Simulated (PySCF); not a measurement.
# C2H7BF2Si: electronic excitations at several levels of theory

Aim: compute the electronic excitations of C2H7BF2Si (`C[C@@H]([SiH3])B(F)F`) at several levels, and see how far they spread and what each costs.

Computed with PySCF 2.14.0, with density-fitted response routines of our own, on a single molecule in the gas phase. Atoms are numbered from 0 throughout.

## (1) The starting structure

13 atoms, charge 0, multiplicity 1; geometry from: GFN2-xTB. The atoms were then displaced at random by about 0.01 Å, so the start is not that level's minimum.

Bonds of the start (Å): C0–C1 1.55, C1–Si2 1.91, C1–B3 1.55, B3–F4 1.32, B3–F5 1.32, C0–H6 1.09, C0–H7 1.09, C0–H8 1.07, C1–H9 1.10, Si2–H10 1.48, Si2–H11 1.46, Si2–H12 1.47.

## (2) Relaxing the molecule at PBE0-D3(BJ)/def2-SVP

What the job is given:

```
{"job": {"xc": "PBE0", "basis": "def2-SVP", "d3": "d3bj", "grid": 1, "shake": 0.01, "kind": "geom"}, "charge": 0, "multiplicity": 1}
C     -0.584760    -1.392050    -0.301640
C     -0.434750     0.030770     0.286480
Si     1.417550     0.376800     0.622300
B     -0.903100     1.195550    -0.618250
F     -1.281850     2.374030    -0.146200
F     -0.976800     1.138620    -1.938600
H     -0.165060    -1.415730    -1.302770
H     -1.645850    -1.613110    -0.390090
H     -0.122960    -2.113820     0.332710
H     -0.926020     0.074610     1.273130
H      1.871240    -0.689640     1.542060
H      2.190550     0.317580    -0.618940
H      1.567620     1.699500     1.249480
```

On the command line:

```
$ OMP_NUM_THREADS=1 python probes_run.py task.json out
```

This one command runs all jobs of the session in turn.

Log:

```text
step   0  E = -593.82336041  max force = 0.033542
step   1  E = -593.82593992  max force = 0.011178
step   2  E = -593.82664473  max force = 0.008054
step   3  E = -593.82700410  max force = 0.003069
step   4  E = -593.82709841  max force = 0.001944
step   5  E = -593.82718430  max force = 0.002061
step   6  E = -593.82732677  max force = 0.003531
step   7  E = -593.82737627  max force = 0.001511
step   8  E = -593.82740705  max force = 0.001498
step   9  E = -593.82741229  max force = 0.003366
step  10  E = -593.82743240  max force = 0.002875
step  11  E = -593.82747515  max force = 0.000731
step  12  E = -593.82749860  max force = 0.001492
step  13  E = -593.82754115  max force = 0.002106
step  14  E = -593.82758359  max force = 0.000671
step  15  E = -593.82761327  max force = 0.000345
step  16  E = -593.82762372  max force = 0.001082
step  17  E = -593.82762894  max force = 0.000698
step  18  E = -593.82762362  max force = 0.000252
step  19  E = -593.82762039  max force = 0.000332
step  20  E = -593.82762379  max force = 0.000182
optimisation converged
```

Run time: 2.1 min. Hardware: 1 thread of Arm Neoverse V1, shared host; peak memory 0.53 GiB.

The steps of the relaxation:

| step | energy from step 0 (eV) | largest force component (eV/Å) |
| --- | --- | --- |
| 0 | 0.0000 | 1.7248 |
| 1 | -0.0702 | 0.5748 |
| 2 | -0.0894 | 0.4142 |
| 3 | -0.0991 | 0.1578 |
| 4 | -0.1017 | 0.1000 |
| 5 | -0.1041 | 0.1060 |
| 6 | -0.1079 | 0.1816 |
| 7 | -0.1093 | 0.0777 |
| 8 | -0.1101 | 0.0770 |
| 9 | -0.1103 | 0.1731 |
| 10 | -0.1108 | 0.1478 |
| 11 | -0.1120 | 0.0376 |
| 12 | -0.1126 | 0.0767 |
| 13 | -0.1138 | 0.1083 |
| 14 | -0.1149 | 0.0345 |
| 15 | -0.1157 | 0.0177 |
| 16 | -0.1160 | 0.0556 |
| 17 | -0.1162 | 0.0359 |
| 18 | -0.1160 | 0.0130 |
| 19 | -0.1159 | 0.0171 |
| 20 | -0.1160 | 0.0094 |

Close pairs (by a distance rule), those that changed most:

| bond | before (Å) | after (Å) | change (Å) |
| --- | --- | --- | --- |
| C0–H8 | 1.066 | 1.101 | +0.035 |
| Si2–H11 | 1.463 | 1.495 | +0.032 |
| Si2–H12 | 1.472 | 1.493 | +0.022 |
| C0–C1 | 1.547 | 1.532 | -0.015 |
| Si2–H10 | 1.480 | 1.495 | +0.015 |
| C0–H6 | 1.086 | 1.101 | +0.015 |
| C0–H7 | 1.087 | 1.101 | +0.014 |
| C1–Si2 | 1.914 | 1.902 | -0.012 |

The end geometry stands in the next job.

| at the end point | value |
| --- | --- |
| point group (found at 0.08 Å tolerance) | C1 |
| rotational constants (GHz, main isotopes) | 3.462, 2.017, 1.532 |
| dipole moment (D) | 1.69 |

## (3) Ultraviolet spectrum: PBE0/def2-SVP

What the job is given:

```
{"job": {"kind": "uv", "xc": "PBE0", "basis": "def2-SVP"}, "charge": 0, "multiplicity": 1}
C     -0.977437    -1.124883    -0.553439
C     -0.522801     0.175015     0.116742
Si     1.149649    -0.044193     0.996348
B     -0.389887     1.383050    -0.848028
F     -0.387927     2.631568    -0.409166
F     -0.238798     1.225610    -2.153456
H     -0.281416    -1.427217    -1.350878
H     -1.969558    -1.013663    -1.018118
H     -1.041362    -1.957152     0.164327
H     -1.205911     0.475857     0.932157
H      1.051523    -1.183306     1.959077
H      2.214488    -0.354086    -0.006894
H      1.523609     1.199843     1.732433
```

Method: TDDFT PBE0/def2-SVP, vertical, gas phase, core orbitals frozen in the response.

Log:

```text
coarse grid: 11400 points
cycle   1  E = -593.6703678638  dE =  3.440e-01  |g| = 6.334e-01  |ddm| = 3.501e+00
cycle   2  E = -593.6273422668  dE =  4.303e-02  |g| = 8.330e-01  |ddm| = 1.122e+00
cycle   3  E = -593.7438489593  dE = -1.165e-01  |g| = 4.475e-02  |ddm| = 6.281e-01
cycle   4  E = -593.7441358357  dE = -2.869e-04  |g| = 2.566e-02  |ddm| = 5.840e-02
cycle   5  E = -593.7442989555  dE = -1.631e-04  |g| = 3.238e-03  |ddm| = 2.578e-02
cycle   6  E = -593.7443017209  dE = -2.765e-06  |g| = 5.854e-04  |ddm| = 4.311e-03
final grid: 106368 points
cycle   7  E = -593.8183838047  dE = -3.544e-05  |g| = 5.559e-03  |ddm| = 2.083e-02
cycle   8  E = -593.8183796011  dE =  4.204e-06  |g| = 6.838e-03  |ddm| = 1.154e-02
cycle   9  E = -593.8183920927  dE = -1.249e-05  |g| = 3.937e-04  |ddm| = 6.445e-03
cycle  10  E = -593.8183921169  dE = -2.420e-08  |g| = 1.798e-04  |ddm| = 4.257e-04
cycle  11  E = -593.8183921223  dE = -5.409e-09  |g| = 3.207e-05  |ddm| = 1.433e-04
cycle  12  E = -593.8183921225  dE = -2.149e-10  |g| = 6.468e-06  |ddm| = 3.712e-05
converged SCF energy = -593.8183921225

Static polarisability (au): isotropic 56.721, principal 51.146 57.686 61.332

Singlet excitations
state   eV       nm        f      main configurations
  1   7.5901    163.3   0.08443   H->L 0.96
  2   8.1493    152.1   0.00052   H-1->L 0.84, H->L+1 0.09
  3   8.3435    148.6   0.06202   H->L+1 0.88, H-1->L 0.08
  4   8.5087    145.7   0.01118   H-2->L 0.92
  5   8.8031    140.8   0.00154   H-1->L+1 0.78, H->L+2 0.10
  6   8.9243    138.9   0.01383   H->L+2 0.43, H-2->L+1 0.32, H-3->L 0.15
  7   9.1162    136.0   0.03054   H-2->L+1 0.50, H->L+2 0.37
  8   9.1868    135.0   0.11863   H-3->L 0.67, H-1->L+1 0.10
  9   9.4647    131.0   0.04148   H->L+3 0.63, H-4->L 0.27
 10   9.5032    130.5   0.08078   H-4->L 0.56, H->L+3 0.26

Triplet excitations (Tamm-Dancoff, eV): 6.7751 7.6406 7.7045 8.1547
```

It took 16 s on 1 thread of Arm Neoverse V1, shared host; peak memory 0.65 GiB.

The orbitals next to the gap, with their largest atomic shares:

| orbital | eV | atoms |
| --- | --- | --- |
| HOMO−3 | -10.20 | Si2 22 %, C0 18 %, H10 14 % |
| HOMO−2 | -9.68 | Si2 37 %, H12 32 %, H11 14 % |
| HOMO−1 | -9.42 | Si2 22 %, C1 16 %, H10 16 % |
| HOMO | -8.75 | C1 36 %, Si2 21 %, C0 9 % |
| LUMO | 0.10 | B3 52 %, Si2 19 %, F4 6 % |
| LUMO+1 | 0.82 | Si2 48 %, B3 11 %, C1 10 % |
| LUMO+2 | 1.63 | Si2 55 %, H11 16 %, H12 9 % |

With each of the 10 states as a Gaussian band of 0.4 eV half-width at 1/e, the curve within the window shown has maxima at 162 nm (ε 3,500), 146 nm (ε 3,200), 133 nm (ε 9,600) L/(mol cm). Beyond the last state computed it falls off for lack of states. The curve at chosen wavelengths:

| nm | ε (L/mol/cm) |
| --- | --- |
| 126 | 3201 |
| 128 | 5690 |
| 130 | 8070 |
| 132 | 9474 |
| 134 | 9448 |
| 136 | 8160 |
| 138 | 6280 |
| 140 | 4597 |
| 142 | 3591 |
| 144 | 3252 |
| 146 | 3237 |
| 148 | 3189 |
| 150 | 2967 |
| 152 | 2673 |
| 154 | 2512 |
| 156 | 2611 |
| 158 | 2930 |
| 160 | 3294 |
| 162 | 3496 |
| 164 | 3409 |
| 166 | 3030 |
| 168 | 2457 |
| 170 | 1825 |
| 172 | 1249 |
| 174 | 791 |
| 176 | 467 |

Ground-state properties from the same run:

| property | computed |
| --- | --- |
| dipole moment (D) | 1.69 |
| polarisability (Å³) | 8.41 |
| HOMO–LUMO gap (eV) | 8.85 |
| −ε(HOMO) (eV) | 8.75 |

## (4) Ultraviolet spectrum: PBE0/def2-TZVP

Same as in step 3 but for these lines:

```diff
@@ -1,2 +1,2 @@
-{"job": {"kind": "uv", "xc": "PBE0", "basis": "def2-SVP"}, "charge": 0, "multiplicity": 1}
+{"job": {"kind": "uv", "xc": "PBE0", "basis": "def2-TZVP"}, "charge": 0, "multiplicity": 1}
 C     -0.977437    -1.124883    -0.553439
```

Method: TDDFT PBE0/def2-TZVP, vertical, gas phase, core orbitals frozen in the response.

Log:

```text
coarse grid: 11400 points
cycle   1  E = -594.1992190553  dE =  3.776e-01  |g| = 6.704e-01  |ddm| = 2.587e+00
cycle   2  E = -594.1462519123  dE =  5.297e-02  |g| = 9.209e-01  |ddm| = 8.083e-01
cycle   3  E = -594.2749189570  dE = -1.287e-01  |g| = 5.056e-02  |ddm| = 4.531e-01
cycle   4  E = -594.2752051776  dE = -2.862e-04  |g| = 3.187e-02  |ddm| = 4.726e-02
cycle   5  E = -594.2754325771  dE = -2.274e-04  |g| = 4.707e-03  |ddm| = 2.247e-02
cycle   6  E = -594.2754378256  dE = -5.249e-06  |g| = 6.255e-04  |ddm| = 3.893e-03
final grid: 106368 points
cycle   7  E = -594.2729532194  dE = -1.179e-04  |g| = 6.746e-03  |ddm| = 5.405e-02
cycle   8  E = -594.2729484113  dE =  4.808e-06  |g| = 7.984e-03  |ddm| = 8.921e-03
cycle   9  E = -594.2729628477  dE = -1.444e-05  |g| = 3.803e-04  |ddm| = 5.030e-03
cycle  10  E = -594.2729628751  dE = -2.744e-08  |g| = 2.160e-04  |ddm| = 3.877e-04
cycle  11  E = -594.2729628826  dE = -7.485e-09  |g| = 6.698e-05  |ddm| = 1.325e-04
cycle  12  E = -594.2729628833  dE = -6.648e-10  |g| = 1.007e-05  |ddm| = 3.765e-05
converged SCF energy = -594.2729628833

Static polarisability (au): isotropic 63.862, principal 57.032 65.044 69.510

Singlet excitations
state   eV       nm        f      main configurations
  1   7.4187    167.1   0.08086   H->L 0.96
  2   7.8273    158.4   0.03456   H->L+1 0.93
  3   8.0421    154.2   0.01333   H-1->L 0.87
  4   8.3524    148.4   0.00230   H-2->L 0.88
  5   8.4082    147.5   0.00404   H-1->L+1 0.82, H->L+2 0.09
  6   8.5605    144.8   0.01161   H->L+2 0.41, H-2->L+1 0.39
  7   8.6555    143.2   0.00571   H-2->L+1 0.48, H->L+2 0.30, H->L+3 0.14
  8   8.9009    139.3   0.09589   H->L+3 0.56, H-3->L 0.20
  9   8.9619    138.3   0.18200   H-3->L 0.56, H->L+3 0.16
 10   9.2292    134.3   0.01394   H-3->L+1 0.64, H-1->L+2 0.12, H-2->L+2 0.08

Triplet excitations (Tamm-Dancoff, eV): 6.6280 7.3363 7.5122 7.9377
```

Wall time 43 s (1 thread of Arm Neoverse V1, shared host); peak memory 0.9 GiB.

In short: HOMO -8.77 eV, LUMO -0.08 eV; lowest singlet 7.42 eV.

## (5) Excited states and response: PBE0/aug-cc-pVDZ

Same as in step 4 but for these lines:

```diff
@@ -1,2 +1,2 @@
-{"job": {"kind": "uv", "xc": "PBE0", "basis": "def2-TZVP"}, "charge": 0, "multiplicity": 1}
+{"job": {"kind": "uv", "xc": "PBE0", "basis": "aug-cc-pVDZ"}, "charge": 0, "multiplicity": 1}
 C     -0.977437    -1.124883    -0.553439
```

Level: TDDFT PBE0/aug-cc-pVDZ, vertical, gas phase, core orbitals frozen in the response.

Log:

```text
coarse grid: 11400 points
cycle   1  E = -594.0874121391  dE =  4.176e-01  |g| = 6.033e-01  |ddm| = 8.673e+00
cycle   2  E = -594.0438599835  dE =  4.355e-02  |g| = 8.108e-01  |ddm| = 2.225e+00
cycle   3  E = -594.1554016343  dE = -1.115e-01  |g| = 4.646e-02  |ddm| = 1.110e+00
cycle   4  E = -594.1556993455  dE = -2.977e-04  |g| = 2.574e-02  |ddm| = 1.292e-01
cycle   5  E = -594.1558584567  dE = -1.591e-04  |g| = 3.990e-03  |ddm| = 5.768e-02
cycle   6  E = -594.1558628065  dE = -4.350e-06  |g| = 4.901e-04  |ddm| = 1.032e-02
final grid: 106368 points
cycle   7  E = -594.1636586479  dE = -3.996e-05  |g| = 5.908e-03  |ddm| = 1.745e-01
cycle   8  E = -594.1636533222  dE =  5.326e-06  |g| = 7.406e-03  |ddm| = 2.962e-02
cycle   9  E = -594.1636679976  dE = -1.468e-05  |g| = 4.633e-04  |ddm| = 1.496e-02
cycle  10  E = -594.1636680325  dE = -3.491e-08  |g| = 2.108e-04  |ddm| = 9.874e-04
cycle  11  E = -594.1636680396  dE = -7.120e-09  |g| = 4.190e-05  |ddm| = 3.416e-04
cycle  12  E = -594.1636680400  dE = -3.886e-10  |g| = 8.330e-06  |ddm| = 1.143e-04
converged SCF energy = -594.1636680400

Static polarisability (au): isotropic 67.188, principal 59.884 68.410 73.269

Singlet excitations
state   eV       nm        f      main configurations
  1   7.3334    169.1   0.08789   H->L+1 0.91
  2   7.4283    166.9   0.00366   H->L 0.95
  3   7.9189    156.6   0.00448   H-1->L+1 0.86
  4   8.0880    153.3   0.01110   H-1->L 0.87
  5   8.1474    152.2   0.12302   H->L+2 0.82
  6   8.2317    150.6   0.00912   H->L+3 0.63, H-2->L+1 0.17
  7   8.2454    150.4   0.02424   H-2->L+1 0.64, H->L+3 0.15
  8   8.3620    148.3   0.01140   H-2->L 0.73
  9   8.4430    146.8   0.01508   H->L+4 0.61, H->L+5 0.27
 10   8.4786    146.2   0.09671   H->L+5 0.55, H->L+4 0.28

Triplet excitations (Tamm-Dancoff, eV): 6.5882 7.1592 7.4339 7.7584
```

Run time: 38 s. Hardware: 1 thread of Arm Neoverse V1, shared host; peak memory 0.8 GiB.

This run: HOMO -8.77 eV, LUMO -0.26 eV; lowest singlet 7.33 eV.

## (6) Ultraviolet spectrum: PBE0/def2-TZVPD

Same as in step 5 but for these lines:

```diff
@@ -1,2 +1,2 @@
-{"job": {"kind": "uv", "xc": "PBE0", "basis": "aug-cc-pVDZ"}, "charge": 0, "multiplicity": 1}
+{"job": {"kind": "uv", "xc": "PBE0", "basis": "def2-TZVPD"}, "charge": 0, "multiplicity": 1}
 C     -0.977437    -1.124883    -0.553439
```

Method: TDDFT PBE0/def2-TZVPD, vertical, gas phase, core orbitals frozen in the response.

Log:

```text
coarse grid: 11400 points
cycle   1  E = -594.1998003729  dE =  3.798e-01  |g| = 6.730e-01  |ddm| = 3.009e+00
cycle   2  E = -594.1450646407  dE =  5.474e-02  |g| = 9.291e-01  |ddm| = 1.156e+00
cycle   3  E = -594.2759392504  dE = -1.309e-01  |g| = 5.177e-02  |ddm| = 5.514e-01
cycle   4  E = -594.2762413232  dE = -3.021e-04  |g| = 3.221e-02  |ddm| = 6.708e-02
cycle   5  E = -594.2764739436  dE = -2.326e-04  |g| = 4.799e-03  |ddm| = 3.298e-02
cycle   6  E = -594.2764794039  dE = -5.460e-06  |g| = 6.065e-04  |ddm| = 7.868e-03
final grid: 106368 points
cycle   7  E = -594.2739958466  dE = -1.217e-04  |g| = 6.765e-03  |ddm| = 2.303e-01
cycle   8  E = -594.2739910005  dE =  4.846e-06  |g| = 8.014e-03  |ddm| = 1.623e-02
cycle   9  E = -594.2740055342  dE = -1.453e-05  |g| = 3.858e-04  |ddm| = 7.534e-03
cycle  10  E = -594.2740055626  dE = -2.842e-08  |g| = 2.169e-04  |ddm| = 8.360e-04
cycle  11  E = -594.2740055702  dE = -7.547e-09  |g| = 6.937e-05  |ddm| = 1.899e-04
cycle  12  E = -594.2740055709  dE = -7.069e-10  |g| = 1.050e-05  |ddm| = 6.364e-05
converged SCF energy = -594.2740055709

Static polarisability (au): isotropic 66.917, principal 59.681 68.086 72.984

Singlet excitations
state   eV       nm        f      main configurations
  1   7.3478    168.7   0.08226   H->L 0.92
  2   7.5082    165.1   0.01013   H->L+1 0.94
  3   7.9605    155.7   0.00496   H-1->L 0.87
  4   8.1611    151.9   0.00736   H-1->L+1 0.82
  5   8.2536    150.2   0.02441   H-2->L 0.61, H->L+2 0.23
  6   8.3298    148.8   0.07512   H->L+3 0.49, H->L+2 0.37
  7   8.3375    148.7   0.07273   H-2->L+1 0.34, H->L+2 0.20, H->L+3 0.16
  8   8.4317    147.0   0.05392   H-2->L+1 0.43, H-2->L 0.23, H->L+2 0.09
  9   8.6704    143.0   0.02463   H->L+4 0.65, H->L+3 0.15
 10   8.7422    141.8   0.07627   H-3->L 0.37, H-1->L+2 0.30, H->L+5 0.09

Triplet excitations (Tamm-Dancoff, eV): 6.5906 7.1650 7.4560 7.7674
```

Run time: 66 s. Hardware: 1 thread of Arm Neoverse V1, shared host; peak memory 1.1 GiB.

This run: HOMO -8.78 eV, LUMO -0.18 eV; lowest singlet 7.35 eV.

## (7) Excited states and response: PBE0/6-31+G*

Same as in step 6 but for these lines:

```diff
@@ -1,2 +1,2 @@
-{"job": {"kind": "uv", "xc": "PBE0", "basis": "def2-TZVPD"}, "charge": 0, "multiplicity": 1}
+{"job": {"kind": "uv", "xc": "PBE0", "basis": "6-31+G*"}, "charge": 0, "multiplicity": 1}
 C     -0.977437    -1.124883    -0.553439
```

With the program's defaults for keys left out, this is: TDDFT PBE0/6-31+G*, vertical, gas phase, core orbitals frozen in the response.

Log:

```text
coarse grid: 11400 points
cycle   1  E = -594.0881224092  dE =  3.916e-01  |g| = 5.948e-01  |ddm| = 3.200e+00
cycle   2  E = -594.0478401637  dE =  4.028e-02  |g| = 7.911e-01  |ddm| = 1.138e+00
cycle   3  E = -594.1546795020  dE = -1.068e-01  |g| = 4.596e-02  |ddm| = 6.561e-01
cycle   4  E = -594.1549670746  dE = -2.876e-04  |g| = 2.568e-02  |ddm| = 6.758e-02
cycle   5  E = -594.1551262031  dE = -1.591e-04  |g| = 3.206e-03  |ddm| = 3.681e-02
cycle   6  E = -594.1551289342  dE = -2.731e-06  |g| = 4.917e-04  |ddm| = 7.591e-03
final grid: 106368 points
cycle   7  E = -594.1254925997  dE = -2.890e-05  |g| = 5.847e-03  |ddm| = 4.840e-02
cycle   8  E = -594.1254873488  dE =  5.251e-06  |g| = 7.428e-03  |ddm| = 1.578e-02
cycle   9  E = -594.1255019391  dE = -1.459e-05  |g| = 4.809e-04  |ddm| = 9.978e-03
cycle  10  E = -594.1255019745  dE = -3.545e-08  |g| = 1.859e-04  |ddm| = 4.910e-04
cycle  11  E = -594.1255019801  dE = -5.549e-09  |g| = 3.247e-05  |ddm| = 1.756e-04
cycle  12  E = -594.1255019803  dE = -2.296e-10  |g| = 8.417e-06  |ddm| = 7.110e-05
converged SCF energy = -594.1255019803

Static polarisability (au): isotropic 60.689, principal 54.501 61.847 65.719

Singlet excitations
state   eV       nm        f      main configurations
  1   7.4348    166.8   0.10538   H->L 0.83, H->L+1 0.12
  2   7.5327    164.6   0.01024   H->L+1 0.86, H->L 0.13
  3   8.0428    154.2   0.00308   H-1->L 0.80, H-1->L+1 0.10
  4   8.2141    150.9   0.01204   H-1->L+1 0.81, H-1->L 0.12
  5   8.3637    148.2   0.02669   H-2->L 0.51, H->L+2 0.23, H-2->L+1 0.22
  6   8.4298    147.1   0.14494   H->L+2 0.55, H-2->L+1 0.30
  7   8.4868    146.1   0.03950   H-2->L+1 0.38, H-2->L 0.36, H->L+2 0.09
  8   8.6299    143.7   0.03098   H->L+4 0.40, H->L+3 0.33, H->L+5 0.12
  9   8.6928    142.6   0.05824   H->L+4 0.46, H->L+3 0.41
 10   8.7142    142.3   0.02458   H->L+5 0.75, H->L+3 0.13

Triplet excitations (Tamm-Dancoff, eV): 6.6695 7.2257 7.5714 7.9098
```

Wall time 18 s (1 thread of Arm Neoverse V1, shared host); peak memory 0.7 GiB.

Key values: HOMO -8.80 eV, LUMO -0.16 eV; lowest singlet 7.43 eV.

## (8) Comparing the runs: electronic excitations

Excitations and ground-state properties, with basis size and wall time:

| run | lowest singlet (eV) | brightest (eV) | f | gap (eV) | α (Å³) | μ (D) | functions | time |
| --- | --- | --- | --- | --- | --- | --- | --- | --- |
| PBE0/def2-SVP | 7.59 | 9.19 | 0.119 | 8.85 | 8.41 | 1.69 | 123 | 16 s |
| PBE0/def2-TZVP | 7.42 | 8.96 | 0.182 | 8.69 | 9.46 | 1.78 | 234 | 43 s |
| PBE0/aug-cc-pVDZ | 7.33 | 8.15 | 0.123 | 8.51 | 9.96 | 1.78 | 205 | 38 s |
| PBE0/def2-TZVPD | 7.35 | 7.35 | 0.082 | 8.59 | 9.92 | 1.79 | 297 | 66 s |
| PBE0/6-31+G* | 7.43 | 8.43 | 0.145 | 8.64 | 8.99 | 1.85 | 126 | 18 s |

## (9) Outcome

| quantity | value |
| --- | --- |
| point group | C1 |
| rotational constants (main isotopes) | 3.46, 2.02, 1.53 GHz |
| lowest singlet (PBE0/def2-SVP) | 7.59 eV (163 nm), f = 0.084 |
| brightest single state of those computed | state 8, 9.19 eV, f = 0.119 |
| lowest triplet | 6.78 eV |
| range of the lowest singlet | 7.33 to 7.59 eV |

**Reading.** Single values in the summary come from the first sound run of each kind (PBE0/def2-SVP), which need not be the best level. The start of the PBE0/def2-SVP relaxation was shaken at random by about 0.01 Å, so part of the energy gained, and of the first lengths quoted, undoes that. The optimisation took 20 steps and gained 0.116 eV; among the close pairs (by a distance rule), C0–H8 changed most, from 1.066 to 1.101 Å. The lowest singlet, at 7.59 eV, is HOMO→LUMO 0.96 and is bright; of the 10 states computed, the strongest absorption comes from state 8 at 9.19 eV (the last state computed absorbs too, and its partners may lie past the list). The lowest triplet lies 0.81 eV below the lowest singlet (triplets in Tamm-Dancoff, singlets in full TDDFT). At PBE0/def2-SVP, states above −ε(HOMO) (8.75 eV) lie where TDDFT describes them poorly and they hang on the basis; the brightest is among them. The basis of PBE0/def2-SVP has no diffuse functions, so Rydberg states are missing and the high states are unreliable. The lowest singlet runs from 7.33 eV (PBE0/aug-cc-pVDZ) to 7.59 eV (PBE0/def2-SVP), while the orbital gap spans 8.51 to 8.85 eV. The lowest state need not be the same one in every run. The runs solved for a few states only, so the brightest column depends on that window.
